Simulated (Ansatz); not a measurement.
# ClF2H3NOTi: the cost of one run

Method: UKS PBE/def2-SVP, in Ansatz 0.2.0.

## (1) The system as given

Bond lengths: Ti1–Cl2 2.620 Å, Ti1–O3 1.920 Å, O3–H4 1.010 Å, Ti1–F5 1.829 Å, Ti1–F6 1.829 Å, Cl2–N7 2.030 Å, N7–H8 1.060 Å, N7–H9 1.060 Å. Angles: Ti1–Cl2–N7 180.0°, Cl2–Ti1–O3 109.5°, Cl2–Ti1–F5 109.5°, Cl2–Ti1–F6 109.5°, O3–Ti1–F5 109.5°, O3–Ti1–F6 109.5°, F5–Ti1–F6 109.5°, Ti1–O3–H4 109.5°, Cl2–N7–H8 120.0°, Cl2–N7–H9 120.0°, H8–N7–H9 120.0°.

Coordinates:

```xyz
9

Ti    0.0000    0.0000    0.0000
Cl    0.0000    0.0000    2.6200
O     1.8106    0.0000   -0.6394
H     2.1269   -0.9521   -0.7560
F    -0.8619    1.4933   -0.6094
F    -0.8619   -1.4933   -0.6094
N     0.0000    0.0000    4.6500
H    -0.4960   -0.7725    5.1800
H     0.4960    0.7725    5.1800
```

## (2) A restrained relaxation towards end A

Springs on the bonds that form and break draw the guess towards this end; the thresholds are loose.

Input file input.yaml:

```yaml
crystal:
  periodic: [false, false, false]
  atoms:
    - { symbol: Ti, position_ang: [0.0, 0.0, 0.0] }
    - { symbol: Cl, position_ang: [0.0, 0.0, 2.62] }
    - { symbol: O, position_ang: [1.8106, 0.0, -0.6394] }
    - { symbol: H, position_ang: [2.1269, -0.9521, -0.756] }
    - { symbol: F, position_ang: [-0.8619, 1.4933, -0.6094] }
    - { symbol: F, position_ang: [-0.8619, -1.4933, -0.6094] }
    - { symbol: "N", position_ang: [0.0, 0.0, 4.65] }
    - { symbol: H, position_ang: [-0.496, -0.7725, 5.18] }
    - { symbol: H, position_ang: [0.496, 0.7725, 5.18] }
magnetization:
  spin_polarized: true
  initial_magnetization: 1
basis:
  gaussian: { orbitals: def2-SVP }
hamiltonian:
  xc: pbe
relax:
  f_tol: 0.15
  max_steps: 25
  restrain:
    - { distance: [1, 6], at: 2.93, k: 30.0 }
    - { distance: [0, 1], at: 2.37, k: 30.0 }
```

Started as:

```
$ ansatz run input.yaml --threads 4 --pin off --max-ram 5120MiB --backend cpu --events-out ev --progress --plain --runs-dir out
```

What time and memory should one allow on 4 threads of AMD EPYC 7R32 (Zen 2), shared host?

About 39 s, with a peak of 0.36 GiB.
